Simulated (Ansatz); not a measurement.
# 3 structures of Be: a ranking of polymorphs by energy

Computed with Ansatz 0.2.0 through its Python package.

The cells in order, each with its output:

**Cell 1**
```python
import ansatz as az
from ase import Atoms
import numpy as np
import pandas as pd

XC = "r2SCAN"
CUTOFF = 620
K_SPACING = 0.27
FILLING = "fermi_dirac"
WIDTH_EV = 0.1


def solve(name, crystal):
    calc = crystal.calculation()
    calc = calc.functional(XC).basis(CUTOFF)
    calc = calc.kpoints(spacing=K_SPACING)
    calc = calc.occupations(FILLING, width=WIDTH_EV)
    calc = calc.stress()
    calc = calc.band_table()
    calc = calc.relax(force_tolerance=0.02, cell=True)
    return calc.run()


def pressure_gpa(outcome):
    return float(np.trace(outcome.report["stress_gpa"]) / 3)
```

**Cell 2**
```python
def volume_per_atom(outcome):
    return abs(np.linalg.det(outcome.lattice.cell_ang)) / len(outcome.lattice.sites)
```

**Cell 3**
```python
phases = {}
p2_12_12 = (
    az.Lattice.orthorhombic(2.168, 3.755, 3.416)
    .space_group(18, hermann_mauguin="P21212")
    .atom("Be", [0.67, 0.82, 0.7])
)
phases["P2_12_12"] = p2_12_12
p6_3_mmc = (
    az.Lattice.from_parameters(2.2853, 2.2853, 3.5842, alpha=90, beta=90, gamma=120)
    .space_group(194)
    .atom("Be", [1 / 3, 2 / 3, 0.25])
)
phases["P6_3/mmc"] = p6_3_mmc
atoms = Atoms(
    ["Be"],
    scaled_positions=[
        [0.0, 0.0, 0.0],
    ],
    cell=[
        [-1.253121, 1.253121, 1.253121],
        [1.253121, -1.253121, 1.253121],
        [1.253121, 1.253121, -1.253121],
    ],
    pbc=True,
)
im_3m = az.Crystal.from_ase(atoms)
phases["Im-3m"] = im_3m
```

**Cell 4**
```python
done = {}
for name, crystal in phases.items():
    try:
        done[name] = solve(name, crystal)
    except az.NonConvergedError as error:
        print(name, "did not converge:", str(error)[:120])
```

**Cell 5**
```python
energy = {name: o.report["energy_sigma0_ev"] / len(o.lattice.sites) for name, o in done.items()}
lowest = min(energy.values())
rows = [(name, len(o.lattice.sites), 1000 * (energy[name] - lowest), pressure_gpa(o), volume_per_atom(o)) for name, o in done.items()]
rows.sort(key=lambda row: row[2])
print(pd.DataFrame(rows, columns=["phase", "atoms", "dE (meV/atom)", "P (GPa)", "V (A^3/atom)"]).round(4).to_string(index=False))
```
Output:
```text
   phase  atoms  dE (meV/atom)  P (GPa)  V (A^3/atom)
P6_3/mmc      2         0.0000  -0.0001        7.9018
   Im-3m      1        99.0821  -0.0040        7.8193
P2_12_12      4       103.9493   0.0020        7.8845
```

By space group at the end of each run: P6_3/mmc (+0 meV an atom, 7.9 Å³), Im-3m (+99 meV an atom, 7.8 Å³) and Fmmm (+104 meV an atom, 7.9 Å³).

What to keep in mind:
- For the metals among these phases the mesh is modest: differences between phases can be off by up to 40 meV an atom.
- Pressure is positive in compression.
- The cells come from databases of deposited and of computed structures, and not all need be stable phases.
- The ranking holds among these structures alone, at zero temperature; the ground state may be another structure. Differences under about 40 meV an atom lie within the error of mesh and functional.
- Timing: 88 s on 1 thread of Arm Neoverse V2, with other jobs on the host, peak memory 0.55 GiB.

(Lines on the test bed's own set-up are left out of the output.)
